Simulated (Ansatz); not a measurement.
# CsGdS2: the cost of one run

Method: DFT PBEsol+U (U_eff = 6 eV on Gd f), plane waves, PAW, no spin–orbit coupling unless a run says so, in Ansatz 0.2.0.

**1. The structure to begin with**

The structure is trigonal, space group R-3m (No. 166). The conventional cell has a = 4.214 Å, b = 4.214 Å, c = 22.948 Å, α = 90.00°, β = 90.00°, γ = 120.00°. Cs (site symmetry -3m) is surrounded by 6 S at 3.35 Å. Gd (site symmetry -3m) has 6 S at 2.87 Å in its first shell of neighbours. S (site symmetry 3m) is surrounded by 3 Gd at 2.87 Å and 3 Cs at 3.35 Å.

Coordinates:

```xyz
8
Lattice="2.1071 -1.2165 15.2988 -2.1071 -1.2165 15.2988 0.0000 -4.8660 15.2988" Properties=species:S:1:pos:R:3 pbc="T T T"
Cs    0.0000   -4.8660   26.7729
Gd    0.0000    0.0000    0.0000
S     0.0000   -4.8660   21.4191
S     0.0000   -4.8660   32.1268
Cs    0.0000   -2.4330   19.1235
Gd    0.0000   -2.4330    7.6494
S     0.0000   -2.4330   13.7697
S     0.0000   -2.4330   24.4773
```

Magnetic order typed: antiferromagnetic, doubled cell 1/2 1/2 1/2.

**2. From atoms, symmetry kept, no search**

input.yaml reads:

```yaml
crystal:
  lattice:
    - [2.10705381, -1.21650808, 15.29881878]
    - [-2.10705381, -1.21650808, 15.29881878]
    - [0.0, -4.86603234, 15.29881878]
  atoms:
    - { symbol: Cs, position: [0.5, 0.5, 0.75] }
    - { symbol: Gd, position: [0.0, 0.0, 0.0], spin: 7.0 }
    - { symbol: S, position: [0.2667, 0.2667, 0.86665] }
    - { symbol: S, position: [0.7333, 0.7333, 0.63335] }
    - { symbol: Cs, position: [0.5, 0.5, 0.25] }
    - { symbol: Gd, position: [0.0, 0.0, 0.5], spin: -7.0 }
    - { symbol: S, position: [0.2667, 0.2667, 0.36665] }
    - { symbol: S, position: [0.7333, 0.7333, 0.13335] }
basis:
  ecutwfc: 420
  ecutrho_ratio: 4
kpoints:
  mp_grid: { grid: [5, 5, 5] }
hamiltonian:
  xc: pbesol
  hubbard:
    sites: [{ site: 1, l: f, u_eff: 6.0 }, { site: 5, l: f, u_eff: 6.0 }]
scf:
  occupations: { method: gaussian, width: 0.05 }
  lower_state_search: "off"
  max_iter: 150
output:
  forces: true
  stress: true
  eigenvalues: true
  populations: true
  hubbard: { sites: [{ site: 1, l: f }, { site: 5, l: f }] }
magnetization:
  spin_polarized: true
```

The run is started by

```console
> ansatz run input.yaml --threads 8 --pin off --max-ram 12288MiB --backend cpu --events-out ev --progress --plain --runs-dir out
```

What time and memory should one allow on 8 threads of Arm Neoverse V2, shared host?

About 5.7 s, with a peak of 1.3 GiB.
